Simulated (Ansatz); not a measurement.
# GdO: the cost of one run

Computed with Ansatz 0.2.0 (DFT PBE, with the methods named in each step, unless a step's input says otherwise).

3 further runs of the same task are left out: 3 set aside as unsound or not needed.

### Step 1. The starting structure

It takes space group F-43m (No. 216, cubic). The conventional cell has a = 5.400 Å, b = 5.400 Å, c = 5.400 Å, α = 90.00°, β = 90.00°, γ = 90.00°. Gd (site symmetry -43m) has 4 O at 2.34 Å as nearest neighbours. Around O (site symmetry -43m) lie 4 Gd at 2.34 Å.

Structure file:

```
CELL_PARAMETERS angstrom
0.00000 2.70000 2.70000
2.70000 0.00000 2.70000
2.70000 2.70000 0.00000
ATOMIC_POSITIONS crystal
Gd 0.00000 0.00000 0.00000
O 0.25000 0.25000 0.25000
```

Atoms are numbered in the order of the input: Gd1, O2.

### Step 2. Collinear moments without spin-orbit coupling, PAW

input.yaml reads:

```yaml
crystal:
  lattice:
    - [0.0, 2.7, 2.7]
    - [2.7, 0.0, 2.7]
    - [2.7, 2.7, 0.0]
  atoms:
    - { symbol: Gd, position: [0.0, 0.0, 0.0], spin: 7.0 }
    - { symbol: O, position: [0.25, 0.25, 0.25] }
magnetization:
  spin_polarized: true
kpoints:
  mp_grid: { grid: [9, 9, 9] }
scf:
  occupations: { method: fermi_dirac, width: 0.05 }
hamiltonian:
  xc: pbe
  pseudopotentials: { kind: paw }
output:
  forces: true
  stress: true
  eigenvalues: true
```

Command:

```sh
$ ansatz run input.yaml --threads 3 --pin off --max-ram 6144MiB --backend cpu --events-out ev --progress --plain --runs-dir out
```

**Question.** How long does this run take on 3 threads of Arm Neoverse V1, shared host, and how much memory does it need?

About 7 s, with a peak of 0.39 GiB.
